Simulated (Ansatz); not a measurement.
# Sb (Antimony): the cost of one run

All numbers are computed with Ansatz 0.2.0, driven from Python. The levels of theory stand in the script.

### Step 1. Starting point

It takes space group R-3m (No. 166, trigonal). Conventional cell: a = 4.308 Å, b = 4.308 Å, c = 11.274 Å, α = 90.00°, β = 90.00°, γ = 120.00°. Sb (site symmetry 3m) is surrounded by 3 Sb at 2.91 Å.

No structure file is read: the coordinates are typed or built in the script.

### Step 2. The script

Contents of sb.py:

```python
# -*- coding: utf-8 -*-
import ansatz
import numpy as np
from pymatgen.core import Lattice, Structure
from pymatgen.io.ase import AseAtomsAdaptor

def edges_and_angles(cell):
    cell = np.asarray(cell)
    a, b, c = np.linalg.norm(cell, axis=1)
    cosines = cell[1] @ cell[2] / (b * c), cell[0] @ cell[2] / (a * c), cell[0] @ cell[1] / (a * b)
    return (a, b, c, *np.degrees(np.arccos(cosines)))

pmg_structure = Structure(
    Lattice([[2.1542, 1.24373, 3.758], [-2.1542, 1.24373, 3.758], [0.0, -2.48746, 3.758]]),
    ["Sb", "Sb"],
    [
        [0.23349, 0.23349, 0.23349],
        [0.76651, 0.76651, 0.76651],
    ],
)
cell = ansatz.Crystal.from_ase(AseAtomsAdaptor.get_atoms(pmg_structure))

calculation = (
    cell.calculation()
    .kpoints(11, 11, 11, center="gamma")
    .occupations("fermi_dirac", width=0.1)
    .relax(cell=True, force_tolerance=0.02)
)

levels = [("r2scan", "rvv10"), ("lda", "none"), ("pbesol", "none"), ("r2scan", "d4")]
print("level            a       b       c    alpha   beta  gamma  V/atom  steps")
for name, dispersion in levels:
    seen = []
    run = calculation.functional(name, dispersion=dispersion).session().plan()
    result = run.execute(on_event=lambda e: seen.append(e) if e["event"] == "relax_step" else None)
    cell = result.lattice.cell_ang
    label = name if dispersion == "none" else f"{name}+{dispersion}"
    print("{:13s} {:7.4f} {:7.4f} {:7.4f} {:6.2f} {:6.2f} {:6.2f}".format(label, *edges_and_angles(cell)), f"{abs(np.linalg.det(cell)) / len(result.lattice.sites):7.3f} {len(seen):5d}")
```

### Step 3. What the engine is handed

The engine receives this input (first run):

```yaml
crystal:
  lattice:
    - [2.1542, 1.24373, 3.758]
    - [-2.1542, 1.24373, 3.758]
    - [0.0, -2.48746, 3.758]
  atoms:
    - { symbol: Sb, position: [0.23349, 0.23349, 0.23349] }
    - { symbol: Sb, position: [0.7665099999999999, 0.7665099999999999, 0.7665099999999999] }
kpoints:
  mp_grid:
    grid: [11, 11, 11]
    shift: [0.0, 0.0, 0.0]
hamiltonian:
  xc: r2scan
  dispersion: rvv10
scf:
  occupations:
    method: fermi_dirac
    width: 0.1
relax:
  f_tol: 0.02
  cell: {}
```

### Step 4. The run

Command:

```console
$ python sb.py
```

Q: Estimate wall time and peak memory on 1 thread of Intel Xeon 6975P-C (Granite Rapids), shared host.

About 2.6 min, with a peak of 0.93 GiB.
